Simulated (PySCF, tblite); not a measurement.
# C5H7BClN: geometry, infrared bands and NMR shifts

Wanted: the infrared bands and NMR shifts of C5H7BClN (`C#C[B@-]([NH3+])(Cl)C#CC`), by calculation.

Programs: tblite 0.8.0 and PySCF 2.14.0, with density-fitted response routines of our own. Each step states its level of theory. These are calculated values for one molecule in the gas phase, unless marked as measured. Atoms count from 0, in the outputs and in this text.

## 1. The starting structure

15 atoms, charge 0, multiplicity 1; geometry from: force field or distance geometry start.

Bonds of the start (Å): C0–C1 1.20, C1–B2 1.57, B2–N3 1.51, B2–Cl4 1.85, B2–C5 1.54, C5–C6 1.22, C6–C7 1.47, C0–H8 1.07, N3–H9 1.02, N3–H10 1.06, N3–H11 1.05, C7–H12 1.10, C7–H13 1.12, C7–H14 1.11.

## 2. Optimising the geometry with GFN2-xTB

What the job is given:

```
{"job": {"kind": "relax", "xc": "GFN2-xTB", "basis": "xTB"}, "charge": 0, "multiplicity": 1}
C     -2.282300     2.021400    -0.716400
C     -1.773800     0.996200    -0.370400
B     -1.073100    -0.323700     0.105300
N     -1.456900    -1.398200    -0.885900
Cl    -1.579500    -0.744300     1.836400
C      0.453000    -0.089600     0.118400
C      1.653800     0.101600     0.126400
C      3.109700     0.331300     0.120000
H     -2.748500     2.936700    -1.010700
H     -1.007300    -1.292100    -1.795100
H     -1.154100    -2.312400    -0.454400
H     -2.506700    -1.438200    -0.933200
H      3.518200    -0.140000     1.030900
H      3.297600     1.437200     0.121000
H      3.545500    -0.077900    -0.819900
```

The run is started by

```
$ OMP_NUM_THREADS=1 python probes_run.py task.json out
```

The driver reads the jobs from task.json and runs them one after another.

**Question.** This job is followed by: GFN2-xTB harmonic vibrations, gas phase; GIAO PBE0/pcSseg-1 NMR shielding, non-relativistic, gas phase. What will the session give for the following? strongest single infrared mode (GFN2-xTB); zero-point energy (GFN2-xTB); 13C shifts against TMS (PBE0/pcSseg-1); 1H shifts against TMS (PBE0/pcSseg-1, means over atoms taken as alike); 11B shifts against BF3·OEt2 (PBE0/pcSseg-1); 15N shifts against NH3 (PBE0/pcSseg-1); 35Cl shifts against HCl (PBE0/pcSseg-1); surface potential, 1st and 99th percentile.

**Answer**, as computed:

| quantity | value |
| --- | --- |
| strongest single infrared mode (GFN2-xTB) | 1232 cm⁻¹, 262 km/mol |
| zero-point energy (GFN2-xTB) | 67.7 kcal/mol |
| 13C shifts against TMS (PBE0/pcSseg-1) | 104.5, 95.1, 94.4, 91.0, 5.8 ppm |
| 1H shifts against TMS (PBE0/pcSseg-1, means over atoms taken as alike) | 3.02, 2.02, 1.88 ppm |
| 11B shifts against BF3·OEt2 (PBE0/pcSseg-1) | -18.0 ppm |
| 15N shifts against NH3 (PBE0/pcSseg-1) | 75.2 ppm |
| 35Cl shifts against HCl (PBE0/pcSseg-1) | 80 ppm |
| surface potential, 1st and 99th percentile | -1.60 V and 2.66 V |

Relaxing lowered the energy by 0.393 eV in 79 steps; the close pair that moved most is B2–N3, from 1.511 to 1.655 Å. The lowest mode is imaginary (35i cm⁻¹), so the xTB geometry is not a minimum. The strongest single mode, at 1232 cm⁻¹, moves mainly H10, H11 and H9. GFN2-xTB is a fitted tight-binding method: band positions and strengths are rough. Its intensities can rank the bands wrongly. At PBE0/pcSseg-1: Shielding is most anisotropic at C1 (span 313 ppm, paramagnetic term -168 ppm).
